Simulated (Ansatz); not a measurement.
**TiAl3: a line through an energy map**

The task here is to estimate one member of a computed series from the others.

Method: DFT LDA, scalar-relativistic, plane waves, PAW, in Ansatz 0.2.0.

16 further runs of the same task are left out: 16 set aside as unsound or not needed.

### The system as given

Symmetry: I4/mmm, No. 139, tetragonal system. Conventional cell: a = 3.779 Å, b = 3.779 Å, c = 8.484 Å, α = 90.00°, β = 90.00°, γ = 90.00°. Around Ti (site symmetry 4/mmm) lie 12 Al at 2.67 to 2.84 Å. Al (site symmetry 4/mmm) is surrounded by 4 Ti at 2.67 Å and 8 Al at 2.84 Å. Al (site symmetry -4m2) is surrounded by 8 Al at 2.67 to 2.84 Å and 4 Ti at 2.84 Å.

Structure file:

```cif
data_structure
_symmetry_space_group_name_H-M 'I4/mmm'
_symmetry_Int_Tables_number 139
_cell_length_a 3.7787
_cell_length_b 3.7787
_cell_length_c 8.4835
_cell_angle_alpha 90.000
_cell_angle_beta 90.000
_cell_angle_gamma 90.000
_cell_volume 121.13
loop_
_atom_site_label
_atom_site_type_symbol
_atom_site_symmetry_multiplicity
_atom_site_Wyckoff_symbol
_atom_site_fract_x
_atom_site_fract_y
_atom_site_fract_z
_atom_site_occupancy
Ti1 Ti 2 a 0.00000 0.00000 0.00000 1
Al1 Al 2 b 0.50000 0.50000 0.00000 1
Al2 Al 4 d 0.00000 0.50000 0.25000 1
```

It goes back to an entry of the Materials Project, which need not be the stable form.

It is the result of an earlier relaxation at this level (volume 15.14 Å³/atom; gap on the mesh: none (metal)).

### Plan of the line

The energy is mapped over volume and the cell's shape.

The axes are (1) volume per atom: 7 values from 12.72 to 17.56 Å³; (2) c/a of the conventional cell: 7 values from 2.072 to 2.433.

Nothing else is relaxed (symmetry fixes all fractional coordinates). Energies count from the relaxed crystal. Points are written as (first, second).

Set-up of the first run:

Input file input.yaml:

```yaml
crystal:
  lattice:
    - [-1.7826752749, 1.7826752749, 4.0022893691]
    - [1.7826752749, -1.7826752749, 4.0022893691]
    - [1.7826752749, 1.7826752749, -4.0022893691]
  atoms:
    - { symbol: Ti, position: [0.0, 0.0, 0.0] }
    - { symbol: Al, position: [0.5, 0.5, 0.0] }
    - { symbol: Al, position: [0.75, 0.25, 0.5] }
    - { symbol: Al, position: [0.25, 0.75, 0.5] }
basis:
  ecutwfc: 520.0
kpoints:
  mp_grid: { grid: [16, 16, 16] }
hamiltonian:
  xc: lda
  pseudopotentials: { kind: paw, azcp: { folder: soft_1 } }
scf:
  occupations: { method: gaussian, width: 0.15 }
output:
  forces: true
  stress: true
  eigenvalues: true
```

Command:

```
> ansatz run input.yaml --threads 2 --pin off --max-ram 4096MiB --backend cpu --events-out ev --progress --plain --runs-dir out
```

Among the steps run: Grid point (12.72 Å³, 2.245); Grid point (13.53 Å³, 2.245); Point (15.95 Å³, 2.245); Grid point (16.76 Å³, 2.245); Point (17.56 Å³, 2.245).

One of the session's tables, all rows but one given; the rest of the session is left out.

```
volume per atom (Å³)  energy (meV/atom)  slope (meV/atom per Å³)  pressure (GPa)
               12.72                189                     −180            28.9
               13.53                 76                     −103            16.5
               14.33                 17                      −45             7.2
               15.14                  0                        0             0.0
               15.95                  ?                        ?               ?
               16.76                 53                       60            −9.6
               17.56                109                       80           −12.7
```

Estimate the missing values for volume per atom (Å³) = 15.95.

Worked estimate for «energy (meV/atom)». A straight line through the neighbours (15.14, 0) and (16.76, 53) gives 0 + (53 − 0) × (15.95 − 15.14) / (16.76 − 15.14) = 26; a parabola fitted to 4 rows on both sides gives 14.

As computed: energy (meV/atom): 14; slope (meV/atom per Å³): 34; pressure (GPa): −5.4. In «energy (meV/atom)» the line misses by +12 and the parabola by +0.

Energies count from the relaxed crystal. Rows without a step come from runs not printed here or follow by symmetry.

In words: The lowest point of the line is at 15.14 Å³, 0 meV/atom from the zero. V·d²E/dV² there is about 120 GPa, a bulk modulus under this line's constraint. The well is lopsided: two grid steps out, the energy rises by 76 meV/atom towards smaller values and 53 meV/atom towards larger ones. The highest point computed, at 12.72 Å³, lies 189 meV/atom above the lowest.

Limits of these values: Warnings in the runs' records: pseudo functional mismatch.
